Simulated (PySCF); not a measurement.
# C7H9N: magnetic properties

Wanted: magnetic properties for C7H9N (`C#C[C@]1(N)CCC1=C`).

Computed with PySCF 2.14.0 and routines of our own; the level stands in each step. Atoms count from 0.

### Step 1. The system as given

17 atoms, charge 0, multiplicity 1; geometry from: GFN2-xTB.

### Step 2. Magnetic properties: GIAO wB97X-D/pcSseg-1

The job: settings as JSON, then the geometry in Å.

```
{"job": {"kind": "mag", "xc": "wB97X-D", "basis": "pcSseg-1", "isotopologues": 2}, "charge": 0, "multiplicity": 1}
C      2.448478     0.723122    -1.097647
C      1.501703     0.247505    -0.538813
C      0.407557    -0.353734     0.207571
N      0.838699    -0.988684     1.444110
C     -0.518004    -1.259038    -0.650106
C     -1.664981    -0.247466    -0.479282
C     -0.771125     0.591577     0.389447
C     -0.917361     1.711004     1.064314
H      3.259432     1.149515    -1.609291
H      1.181684    -0.290452     2.094729
H      1.590305    -1.644576     1.256534
H     -0.179264    -1.408841    -1.672626
H     -0.697577    -2.218706    -0.173302
H     -1.974886     0.247395    -1.399487
H     -2.549038    -0.633530     0.025665
H     -0.108780     2.142880     1.630685
H     -1.853839     2.244060     1.077427
```

With the program's defaults for keys left out, this is: GIAO wB97X-D/pcSseg-1 magnetisability, rotational g tensor and spin-rotation constants, non-relativistic, gas phase.

Run with:

```sh
OMP_NUM_THREADS=1 python excited_run.py task.json out
```

This one command runs all jobs of the session in turn.

The log of the run:

```text
coarse grid: 14248 points
cycle   1  E = -326.5262071564  dE =  1.517e+00  |g| = 4.425e-01  |ddm| = 3.971e+00
cycle   2  E = -326.5554282908  dE = -2.922e-02  |g| = 3.313e-01  |ddm| = 8.010e-01
cycle   3  E = -326.5768253989  dE = -2.140e-02  |g| = 7.113e-02  |ddm| = 3.009e-01
cycle   4  E = -326.5776853491  dE = -8.600e-04  |g| = 4.036e-02  |ddm| = 1.209e-01
cycle   5  E = -326.5780661539  dE = -3.808e-04  |g| = 9.880e-03  |ddm| = 4.046e-02
cycle   6  E = -326.5780879949  dE = -2.184e-05  |g| = 2.282e-03  |ddm| = 1.019e-02
cycle   7  E = -326.5780893815  dE = -1.387e-06  |g| = 6.316e-04  |ddm| = 3.651e-03
final grid: 137800 points
cycle   8  E = -326.6300820094  dE = -2.099e-04  |g| = 5.044e-03  |ddm| = 8.268e-02
cycle   9  E = -326.6300854648  dE = -3.455e-06  |g| = 4.046e-03  |ddm| = 1.239e-02
cycle  10  E = -326.6300888366  dE = -3.372e-06  |g| = 7.748e-04  |ddm| = 3.542e-03
cycle  11  E = -326.6300889606  dE = -1.240e-07  |g| = 4.735e-04  |ddm| = 1.421e-03
cycle  12  E = -326.6300890136  dE = -5.307e-08  |g| = 1.276e-04  |ddm| = 5.154e-04
cycle  13  E = -326.6300890179  dE = -4.296e-09  |g| = 3.788e-05  |ddm| = 1.900e-04
cycle  14  E = -326.6300890185  dE = -5.432e-10  |g| = 1.124e-05  |ddm| = 8.352e-05
converged SCF energy = -326.6300890185

Magnetisability tensor (1e-30 J/T^2)
    -1204.91      -30.47       12.98
      -30.47    -1204.96       32.59
       12.98       32.59    -1234.68
isotropic -1214.85   principal values   -1268.31  -1205.76  -1170.49
isotropic susceptibility -73.160 1e-6 cm^3/mol

Inertial axes            a          b          c
rot. const./GHz      2.7538     1.8266     1.6711
chi total           -72.927    -71.932    -74.622
chi diamagnetic    -555.390   -763.256   -830.660
chi paramagnetic    482.463    691.324    756.038
quadrupole/D A        3.406     -0.518     -2.888
g nuclear            0.6095     0.5847     0.5889
g electronic        -0.6242    -0.5933    -0.5936
g total             -0.0146    -0.0086    -0.0046

Spin-rotation constants (kHz, H = +C I.J)
atom  isotope        aa         bb         cc
  3    14N        0.182      0.108      0.077
  8     1H       -0.030     -0.187     -0.159
  9     1H       -0.349     -0.032     -0.124
 10     1H       -0.099     -0.129     -0.190
 11     1H       -0.194     -0.151     -0.044
 12     1H       -0.300     -0.023     -0.100
 13     1H       -0.297     -0.194      0.072
 14     1H        0.057     -0.175     -0.158
 15     1H       -0.096     -0.064     -0.093
 16     1H        0.105     -0.134     -0.156
  0    13C*       0.388      0.510      0.453
  1    13C*       0.215      0.651      0.568
  2    13C*       0.570      0.337      0.308
  4    13C*       0.465      0.343      0.241
  5    13C*       0.465      0.241      0.266
  6    13C*       1.222      0.681      0.440
  7    13C*       1.027      0.500      0.365
* in the singly substituted isotopologue

Isotopologues: g along a, b, c
2H    at 8,9,10,11,12,1    -0.0123    -0.0076    -0.0037
13C   at 0                 -0.0144    -0.0084    -0.0047
```

It took 73 s on 1 thread of Arm Neoverse N1, shared host; peak memory 0.88 GiB.

In short:

| quantity | value |
| --- | --- |
| magnetisability | -1215·10⁻³⁰ J/T² |
| molar susceptibility | -73.2·10⁻⁶ cm³/mol |
| rotational g (a, b, c) | -0.0146, -0.0086, -0.0046 |

The fields below are evaluated on a grid from the run's orbitals.

Frontier orbitals at wB97X-D/pcSseg-1, with the share of their density that lies nearest to each atom:

| orbital | energy (eV) | lies on |
| --- | --- | --- |
| HOMO | -8.92 | N3 47 %; C0 14 %; C1 10 % |
| LUMO | 1.73 | C6, C7 about 24 % each; H15, H16 about 7 % each |

ELF in a plane through or near 6 of the atoms.

Values, 10 rows by 14 columns:
```
0.00 0.00 0.00 0.00 0.00 0.00 0.00 0.00 0.00 0.00 0.00 0.00 0.00 0.00
0.00 0.00 0.00 0.00 0.00 0.00 0.00 0.00 0.00 0.00 0.00 0.00 0.00 0.00
0.00 0.00 0.00 0.00 0.00 0.00 0.07 0.20 0.14 0.00 0.00 0.00 0.00 0.00
0.00 0.00 0.00 0.00 0.01 0.01 0.28 0.50 0.50 0.12 0.51 0.01 0.00 0.00
0.00 0.00 0.01 0.32 0.48 0.38 0.63 0.71 0.61 0.96 1.00 0.45 0.00 0.00
0.00 0.00 0.05 0.50 0.75 0.60 0.66 0.92 0.61 0.32 0.16 0.01 0.00 0.00
0.00 0.00 0.01 0.26 0.49 0.32 0.02 0.45 0.61 0.49 0.14 0.00 0.00 0.00
0.00 0.00 0.00 0.00 0.03 0.00 0.17 0.99 0.66 0.98 0.94 0.01 0.00 0.00
0.00 0.00 0.00 0.00 0.00 0.00 0.06 0.88 0.14 0.06 0.02 0.00 0.00 0.00
0.00 0.00 0.00 0.00 0.00 0.00 0.00 0.00 0.00 0.00 0.00 0.00 0.00 0.00
```
The map spans 11.9 Å across and 10.4 Å up, centred on the molecule. Atoms in the plane (x, y in Å): C2 (-0.4, 0.2), C4 (0.3, 1.5), C6 (0.8, -0.6), C7 (1.1, -1.8), H14 (2.5, 0.9), H15 (0.4, -2.6).

On the surface of density 0.002 e/bohr³ the electrostatic potential runs, from the 1st to the 99th percentile, from -1.55 V near N3 to 1.32 V near H8.

### Step 3. Magnetic properties: GIAO BLYP/6-31++G**

The job, as its differences from that of step 2:

```diff
@@ -1,2 +1,2 @@
-{"job": {"kind": "mag", "xc": "wB97X-D", "basis": "pcSseg-1", "isotopologues": 2}, "charge": 0, "multiplicity": 1}
+{"job": {"kind": "mag", "xc": "BLYP", "basis": "6-31++G**", "scf": {"aux": "def2-qzvpp-jkfit"}}, "charge": 0, "multiplicity": 1}
 C      2.448478     0.723122    -1.097647
```

Method: GIAO BLYP/6-31++G** magnetisability, rotational g tensor and spin-rotation constants, non-relativistic, gas phase.

The log of the run:

```text
final grid: 137800 points
cycle   1  E = -326.5070345080  dE =  9.835e-01  |g| = 6.982e-01  |ddm| = 4.798e+01
cycle   2  E = -326.3461845108  dE =  1.608e-01  |g| = 1.042e+00  |ddm| = 2.867e+02
cycle   3  E = -326.6370466400  dE = -2.909e-01  |g| = 1.398e-01  |ddm| = 2.230e+02
cycle   4  E = -326.6398524845  dE = -2.806e-03  |g| = 8.569e-02  |ddm| = 1.533e+01
cycle   5  E = -326.6412937465  dE = -1.441e-03  |g| = 4.291e-02  |ddm| = 6.129e+00
cycle   6  E = -326.6417560056  dE = -4.623e-04  |g| = 8.760e-03  |ddm| = 1.647e+00
cycle   7  E = -326.6417714939  dE = -1.549e-05  |g| = 3.667e-03  |ddm| = 1.026e+00
cycle   8  E = -326.6417752142  dE = -3.720e-06  |g| = 1.081e-03  |ddm| = 1.002e-01
cycle   9  E = -326.6417754859  dE = -2.717e-07  |g| = 3.300e-04  |ddm| = 5.875e-02
cycle  10  E = -326.6417755159  dE = -2.996e-08  |g| = 6.347e-05  |ddm| = 3.145e-02
cycle  11  E = -326.6417755170  dE = -1.067e-09  |g| = 1.744e-05  |ddm| = 3.502e-03
cycle  12  E = -326.6417755170  dE = -6.401e-11  |g| = 7.325e-06  |ddm| = 6.585e-04
converged SCF energy = -326.6417755170

Magnetisability tensor (1e-30 J/T^2)
    -1186.33      -30.00       11.44
      -30.00    -1174.45       42.52
       11.44       42.52    -1209.95
isotropic -1190.24   principal values   -1249.67  -1183.24  -1137.81
isotropic susceptibility -71.678 1e-6 cm^3/mol

Inertial axes            a          b          c
rot. const./GHz      2.7538     1.8266     1.6711
chi total           -71.739    -69.809    -73.487
chi diamagnetic    -557.447   -765.755   -833.153
chi paramagnetic    485.708    695.947    759.666
quadrupole/D A        2.909     -0.264     -2.645
g nuclear            0.6095     0.5847     0.5889
g electronic        -0.6284    -0.5972    -0.5964
g total             -0.0188    -0.0126    -0.0075

Spin-rotation constants (kHz, H = +C I.J)
atom  isotope        aa         bb         cc
  3    14N        0.179      0.112      0.074
  8     1H       -0.022     -0.188     -0.159
  9     1H       -0.353     -0.021     -0.121
 10     1H       -0.094     -0.122     -0.191
 11     1H       -0.194     -0.149     -0.041
 12     1H       -0.304     -0.017     -0.100
 13     1H       -0.296     -0.197      0.078
 14     1H        0.068     -0.177     -0.159
 15     1H       -0.101     -0.058     -0.095
 16     1H        0.100     -0.131     -0.160
  0    13C*       0.360      0.432      0.387
  1    13C*       0.222      0.593      0.521
  2    13C*       0.564      0.334      0.307
  4    13C*       0.450      0.334      0.240
  5    13C*       0.449      0.229      0.259
  6    13C*       1.107      0.656      0.415
  7    13C*       0.894      0.462      0.326
* in the singly substituted isotopologue
```

Run time: 71 s. Hardware: 1 thread of Arm Neoverse N1, shared host; peak memory 0.66 GiB.

Key values:

| quantity | value |
| --- | --- |
| magnetisability | -1190·10⁻³⁰ J/T² |
| molar susceptibility | -71.7·10⁻⁶ cm³/mol |
| rotational g (a, b, c) | -0.0188, -0.0126, -0.0075 |

### Step 4. Magnetic properties side by side

| level | ξ (10⁻³⁰ J/T²) | g(a) | g(b) | gap (eV) | functions | time |
| --- | --- | --- | --- | --- | --- | --- |
| GIAO wB97X-D/pcSseg-1 | -1215 | -0.0146 | -0.0086 | 10.65 | 181 | 73 s |
| GIAO BLYP/6-31++G** | -1190 | -0.0188 | -0.0126 | 4.45 | 198 | 71 s |

### Step 5. Results

```
                                              quantity                      value
       magnetisability (step 2, GIAO wB97X-D/pcSseg-1)           -1215·10⁻³⁰ J/T²
  molar susceptibility (step 2, GIAO wB97X-D/pcSseg-1)         -73.2·10⁻⁶ cm³/mol
rotational g (a, b, c) (step 2, GIAO wB97X-D/pcSseg-1)  -0.0146, -0.0086, -0.0046
                 surface potential, 1st and 99th percentile         -1.55 V and 1.32 V
                       magnetisability over the levels  -1215 to -1190·10⁻³⁰ J/T²
```

In words: The magnetisability spreads by 2.0 % over 2 levels of like cost. Two levels can agree by chance, so this spread shows no convergence. Vibrational averaging and real surroundings are missing from these values.
